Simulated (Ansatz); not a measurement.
**C₂H₆BNO: a ladder of functionals and wavefunction methods**

The task here is to estimate one member of a computed series from the others.

Method: functionals in def2-TZVPP, the program's frozen cores in correlated methods; program: Ansatz 0.2.0, Gaussian basis.

The runs, in order: PBE-D4, r2SCAN-D4, PBE0-D4, B3LYP-D4, ωB97X-V, ωB97M-V, B2PLYP; CCSD(T)/def2-TZVPP; MP2/def2-QZVPP; extrapolation to the limit.

## The relaxed structure

The geometry comes from an earlier relaxation with PBE0-D4 in a triple-zeta def2 set; it is a stationary point, not always the lowest conformer.

SMILES `BOC(=C)N`, 11 atoms, charge 0, spin multiplicity 1.

Atoms are counted from 1 here; the program's logs count them from 0.

Bond lengths: B1–O2 1.347 Å, B1–H6 1.194 Å, B1–H7 1.199 Å, O2–C3 1.369 Å, C3–C4 1.332 Å, C3–N5 1.379 Å, C4–H8 1.081 Å, C4–H9 1.079 Å, N5–H10 1.008 Å, N5–H11 1.007 Å. Angles: O2–B1–H6 115.8°, O2–B1–H7 122.6°, H6–B1–H7 121.6°, B1–O2–C3 127.9°, O2–C3–C4 117.9°, O2–C3–N5 115.6°, C4–C3–N5 126.4°, C3–C4–H8 120.9°, C3–C4–H9 119.7°, H8–C4–H9 119.3°, C3–N5–H10 115.3°, C3–N5–H11 113.5°, H10–N5–H11 112.7°.

The first run:

The input, in.yaml:

```yaml
crystal:
  periodic: [false, false, false]
  atoms:
    - {symbol: B, position_ang: [-0.357438, 1.919688, -0.040887]}
    - {symbol: O, position_ang: [-0.441547, 0.746775, 0.616558]}
    - {symbol: C, position_ang: [-0.033534, -0.487826, 0.189553]}
    - {symbol: C, position_ang: [-0.077912, -1.494220, 1.061191]}
    - {symbol: N, position_ang: [0.306925, -0.574400, -1.143632]}
    - {symbol: H, position_ang: [-0.796651, 2.869713, 0.533824]}
    - {symbol: H, position_ang: [0.142916, 2.017203, -1.126661]}
    - {symbol: H, position_ang: [0.251504, -2.484849, 0.782246]}
    - {symbol: H, position_ang: [-0.469303, -1.326836, 2.052716]}
    - {symbol: H, position_ang: [0.817847, 0.214121, -1.509816]}
    - {symbol: H, position_ang: [0.722692, -1.456369, -1.394591]}
basis:
  gaussian: {orbitals: def2-TZVPP}
hamiltonian: {xc: pbe, dispersion: d4}
output: {forces: true, orbitals: {seedname: orbitals}}
```

Started as:

```sh
$ ansatz run in.yaml --threads 4 --pin off --events-out ev --progress --plain --max-ram 10444MiB
```

Steps of the session up to this table: PBE-D4 (GGA); r2SCAN-D4 (meta-GGA); PBE0-D4 (hybrid); B3LYP-D4 (hybrid); ωB97X-V (range-separated); ωB97M-V (range-separated); B2PLYP (double hybrid); CCSD(T) in def2-TZVPP; MP2 in def2-QZVPP.

One table of the session follows, with a row left open; its other results are not shown here.

```
            method  atoms, summed (eV)  atomisation energy (kcal/mol)
            PBE-D4           -6333.220                         1076.9
         r2SCAN-D4           -6338.669                         1049.3
           PBE0-D4           -6334.747                         1051.9
          B3LYP-D4           -6342.867                         1051.0
           ωB97X-V           -6340.379                         1046.7
           ωB97M-V           -6339.623                         1050.3
            B2PLYP           -6337.597                         1038.1
     HF/def2-TZVPP                   ?                              ?
    MP2/def2-TZVPP           -6327.920                         1035.1
   CCSD/def2-TZVPP           -6330.485                          996.8
CCSD(T)/def2-TZVPP           -6330.770                         1013.9
           MP2/CBS           -6329.977                         1062.7
       CCSD(T)/CBS           -6332.827                         1041.5
```

Q: Estimate the row for HF/def2-TZVPP from the others.

As computed: atoms, summed (eV): -6316.702; atomisation energy (kcal/mol): 748.8. In the column «atoms, summed (eV)» it is the highest.
